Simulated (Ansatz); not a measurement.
# K3Na: the cost of one run

Computed with Ansatz 0.2.0 through its Python package. Level of theory: DFT r2SCAN, plane waves, PAW.

## Step 1: The structure

It takes space group Fm-3m (No. 225, cubic). Conventional cell: a = 10.145 Å, b = 10.145 Å, c = 10.145 Å, α = 90.00°, β = 90.00°, γ = 90.00°. K (site symmetry -43m) is surrounded by 4 K at 4.39 Å and 4 Na at 4.39 Å. K (site symmetry m-3m) is surrounded by 8 K at 4.39 Å. Na (site symmetry m-3m) has 8 K at 4.39 Å in its first shell of neighbours.

No structure file is read: the coordinates are typed or built in the script.

## Step 2: The code

Input file k3na_eos.py:

```python
"""Energy against volume for K3Na, with a fit."""

import ansatz as az
import numpy as np

VECTORS = np.array([
    [0.0, 5.07269, 5.07269],
    [5.07269, 0.0, 5.07269],
    [5.07269, 5.07269, 0.0],
])
SITES = [
    ("K", (0.25, 0.25, 0.25)),
    ("K", (0.75, 0.75, 0.75)),
    ("K", (0.5, 0.5, 0.5)),
    ("Na", (0.0, 0.0, 0.0)),
]


def crystal_on(cell):
    crystal = az.Crystal(lattice=az.Lattice.of(cell))
    for symbol, position in SITES:
        crystal = crystal.atom(symbol, position)
    return crystal

# scale the volume, keep shape and fractions
volumes, energies = [], []
for scale in np.linspace(0.94, 1.06, 7):
    cell = VECTORS * scale ** (1 / 3)
    job = (
        crystal_on(cell).calculation()
        .functional(az.Functional.R2SCAN)
        .basis(600)
        .occupations("cold")
        .kpoints(4, 4, 4)
    )
    r = job.run().report
    volumes.append(abs(np.linalg.det(cell)) / len(SITES))
    energies.append(r["free_energy_ev"] / len(SITES))
    print(f"V = {volumes[-1]:8.4f} A^3/atom  F = {energies[-1]:.5f} eV/atom")

# third-order Birch-Murnaghan: a cubic in V^(-2/3)
x = np.array(volumes) ** (-2 / 3)
poly = np.polynomial.Polynomial.fit(x, energies, 3).convert()
roots = poly.deriv().roots()
x0 = min((r.real for r in roots if abs(r.imag) < 1e-9 and poly.deriv(2)(r.real) > 0), key=lambda r: abs(r - x.mean()))
v0 = x0 ** -1.5
b0 = 4 / 9 * poly.deriv(2)(x0) * v0 ** (-7 / 3) * 160.21766
b1 = 4 + 2 / 3 * x0 * poly.deriv(3)(x0) / poly.deriv(2)(x0)
print(f"V0 = {v0:.4f} A^3/atom, B0 = {b0:.1f} GPa, dB/dP = {b1:.2f}")
```

## Step 3: What the engine is handed

The engine receives this input (first run):

```yaml
crystal:
  lattice:
    - [0.0, 4.969136657820341, 4.969136657820341]
    - [4.969136657820341, 0.0, 4.969136657820341]
    - [4.969136657820341, 4.969136657820341, 0.0]
  atoms:
    - { symbol: K, position: [0.25, 0.25, 0.25] }
    - { symbol: K, position: [0.75, 0.75, 0.75] }
    - { symbol: K, position: [0.5, 0.5, 0.5] }
    - { symbol: Na, position: [0.0, 0.0, 0.0] }
basis:
  ecutwfc: 600.0
kpoints:
  mp_grid:
    grid: [4, 4, 4]
hamiltonian:
  xc: r2scan
scf:
  occupations:
    method: cold
```

## Step 4: Launch

Started as:

```console
> python k3na_eos.py
```

What time and memory should one allow on 1 thread of Arm Neoverse V2, shared host?

About 62 s, with a peak of 1.2 GiB.
